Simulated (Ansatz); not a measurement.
**CH5NSSi: one species, many methods**

The task here is to estimate one member of a computed series from the others.

Method: functionals in def2-TZVPP, the program's frozen cores in correlated methods; program: Ansatz 0.2.0, Gaussian basis.

Plan: LDA (SPW92), PBE-D4, revPBE-D4, BLYP-D4, r2SCAN-D4, B97M-V, PBE0-D4, B3LYP-D4, r2SCANh-D4, r2SCAN0-D4, HSE06-D4, BHLYP-D4, CAM-B3LYP-D4, LC-ωPBE, ωB97X-V, ωB97M-V, B2PLYP, PBE-QIDH; CCSD(T)/def2-SVP; CCSD(T)/def2-TZVPP; MP2/def2-QZVPP; extrapolation to the limit; RPA on PBE.

## The geometry

An earlier PBE0-D4 in a triple-zeta def2 set relaxation fixed the geometry.

9 atoms, charge 0, spin multiplicity 1.

Atoms are counted from 1 here; the program's logs count them from 0.

Bond lengths: N1–C2 1.399 Å, N1–H5 1.010 Å, N1–H6 1.011 Å, C2–Si3 1.841 Å, C2–S4 1.974 Å, C2–H7 1.086 Å, Si3–S4 2.079 Å, Si3–H8 1.481 Å, Si3–H9 1.483 Å. Angles: C2–N1–H5 113.9°, C2–N1–H6 113.6°, H5–N1–H6 109.5°, N1–C2–Si3 124.6°, N1–C2–S4 119.9°, N1–C2–H7 112.8°, Si3–C2–S4 65.9°, Si3–C2–H7 117.4°, S4–C2–H7 106.3°, C2–Si3–S4 60.1°, C2–Si3–H8 120.3°, C2–Si3–H9 116.6°, S4–Si3–H8 120.2°, S4–Si3–H9 118.8°, H8–Si3–H9 111.9°, C2–S4–Si3 54.0°.

Set-up of the first run:

in.yaml reads:

```yaml
crystal:
  periodic: [false, false, false]
  atoms:
    - {symbol: N, position_ang: [0.154028, 1.467376, 0.396824]}
    - {symbol: C, position_ang: [0.296713, 0.340078, -0.420105]}
    - {symbol: Si, position_ang: [0.020806, -1.394374, 0.133644]}
    - {symbol: S, position_ang: [-1.300691, -0.511988, -1.206560]}
    - {symbol: H, position_ang: [-0.443984, 1.319115, 1.196831]}
    - {symbol: H, position_ang: [-0.149122, 2.293088, -0.102021]}
    - {symbol: H, position_ang: [0.991946, 0.498619, -1.238804]}
    - {symbol: H, position_ang: [0.927204, -2.475727, -0.317308]}
    - {symbol: H, position_ang: [-0.408400, -1.582385, 1.540499]}
basis:
  gaussian: {orbitals: def2-TZVPP}
hamiltonian: {xc: lda}
output: {orbitals: {seedname: orbitals}}
```

On the command line:

```console
> ansatz run in.yaml --threads 2 --pin off --events-out ev --progress --plain --max-ram 4352MiB
```

Among the steps run: LDA; PBE-D4 (GGA); revPBE-D4 (GGA); BLYP-D4 (GGA); r2SCAN-D4 (meta-GGA); B97M-V (meta-GGA); PBE0-D4 (hybrid); B3LYP-D4 (hybrid); r2SCANh-D4 (hybrid); r2SCAN0-D4 (hybrid); HSE06-D4 (hybrid); BHLYP-D4 (hybrid); CAM-B3LYP-D4 (range-separated); LC-ωPBE (range-separated); ωB97X-V (range-separated); ωB97M-V (range-separated); B2PLYP (double hybrid); PBE-QIDH (double hybrid).

One of the session's tables, all rows but one given; the rest of the session is left out.

It belongs to the step «Orbital energies across the functionals». 

```
  functional  HOMO (eV)  gap (eV)
 LDA (SPW92)      -5.64      4.31
      PBE-D4      -5.52      4.40
   revPBE-D4      -5.47      4.44
     BLYP-D4      -5.35      4.35
   r2SCAN-D4      -5.76      4.94
      B97M-V      -5.87      4.94
     PBE0-D4      -6.70      6.41
    B3LYP-D4          ?         ?
  r2SCANh-D4      -6.21      5.67
  r2SCAN0-D4      -6.87      6.75
    HSE06-D4      -6.31      5.64
    BHLYP-D4      -7.75      8.30
CAM-B3LYP-D4      -7.97      8.65
     LC-ωPBE      -9.30     11.11
     ωB97X-V      -8.96     10.65
     ωB97M-V      -8.83     10.24
```

Q: Estimate the row for B3LYP-D4 from the others.

Worked estimate for «HOMO (eV)». Against the share of exact exchange, BLYP-D4 (0, -5.35), BHLYP-D4 (0.5, -7.75) give a slope of -4.80 per unit share; at 0.2 the line stands at -6.31.

The run gave: HOMO (eV): -6.46; gap (eV): 5.95. In «HOMO (eV)» the line misses by +0.15.
